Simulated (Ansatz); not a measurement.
# TiAl30: the cost of one run

Program: Ansatz 0.2.0. Level of theory: DFT PBE, plane waves, PAW, scalar-relativistic, no spin polarisation. These are calculated values, not measurements.

1 further run of the same task is left out (it didn't finish).

## 1. The starting structure

The cell holds 31 atoms (Al30Ti): a = 8.100 Å, b = 8.100 Å, c = 8.100 Å, α = 90.00°, β = 90.00°, γ = 90.00°.

Its coordinates follow in the input file.

## 2. Relaxing end A

input.yaml

```yaml
crystal:
  lattice:
    - [8.1, 0.0, 0.0]
    - [0.0, 8.1, 0.0]
    - [0.0, 0.0, 8.1]
  atoms:
    - { symbol: Ti, position: [0.5006993, 0.00117, 0.0025519] }
    - { symbol: Al, position: [0.7526138, 0.2547951, -0.0011751] }
    - { symbol: Al, position: [0.7551927, 0.0023948, 0.2505741] }
    - { symbol: Al, position: [0.0005061, 0.0078013, -0.0017208] }
    - { symbol: Al, position: [0.2498104, 0.2499879, 0.0018211] }
    - { symbol: Al, position: [0.5008921, 0.5007122, -0.0044152] }
    - { symbol: Al, position: [0.2482275, -0.0034339, 0.2504924] }
    - { symbol: Al, position: [0.5026058, 0.2490392, 0.2492199] }
    - { symbol: Al, position: [0.7550129, 0.5020239, 0.2470509] }
    - { symbol: Al, position: [0.5029734, 0.0004772, 0.5011823] }
    - { symbol: Al, position: [0.7520793, 0.2514508, 0.5002903] }
    - { symbol: Al, position: [0.7468473, 0.0009338, 0.744997] }
    - { symbol: Al, position: [-0.0020927, 0.5024419, -0.0021139] }
    - { symbol: Al, position: [0.249437, 0.7528387, -0.0019963] }
    - { symbol: Al, position: [-0.0007248, 0.2463681, 0.2473104] }
    - { symbol: Al, position: [0.2537074, 0.5023376, 0.2517757] }
    - { symbol: Al, position: [0.4926982, 0.7557328, 0.2520046] }
    - { symbol: Al, position: [-0.0014536, -0.0001679, 0.5036684] }
    - { symbol: Al, position: [0.2518432, 0.2492303, 0.5030628] }
    - { symbol: Al, position: [0.4921907, 0.4979388, 0.5035752] }
    - { symbol: Al, position: [0.7413749, 0.7482612, 0.4965746] }
    - { symbol: Al, position: [0.2462639, 0.002722, 0.74762] }
    - { symbol: Al, position: [0.4979797, 0.2435364, 0.754167] }
    - { symbol: Al, position: [0.7507651, 0.4942636, 0.7496013] }
    - { symbol: Al, position: [7.75e-05, 0.7545244, 0.2519452] }
    - { symbol: Al, position: [0.0040385, 0.50239, 0.4925211] }
    - { symbol: Al, position: [0.2521181, 0.7504773, 0.4981346] }
    - { symbol: Al, position: [-2.98e-05, 0.2450997, 0.7537754] }
    - { symbol: Al, position: [0.2451838, 0.5000515, 0.7512002] }
    - { symbol: Al, position: [0.4953758, 0.7483909, 0.7497422] }
    - { symbol: Al, position: [-0.0032485, 0.747215, 0.7537841] }
basis:
  ecutwfc: 420.0
kpoints:
  mp_grid: { grid: [3, 3, 3] }
hamiltonian:
  xc: pbe
  pseudopotentials: { kind: paw, azcp: { folder: soft_1 } }
scf:
  occupations: { method: gaussian, width: 0.15 }
  lower_state_search: "off"
relax:
  f_tol: 0.03
  max_steps: 60
  adjacent_minimum: "off"
```

The run is started by

```bash
ansatz run input.yaml --threads 4 --pin off --max-ram 10240MiB --backend cpu --events-out ev --progress --plain --runs-dir out
```

What time and memory should one allow on 4 threads of Arm Neoverse V1, shared host?

About 52 s, with a peak of 1.4 GiB.
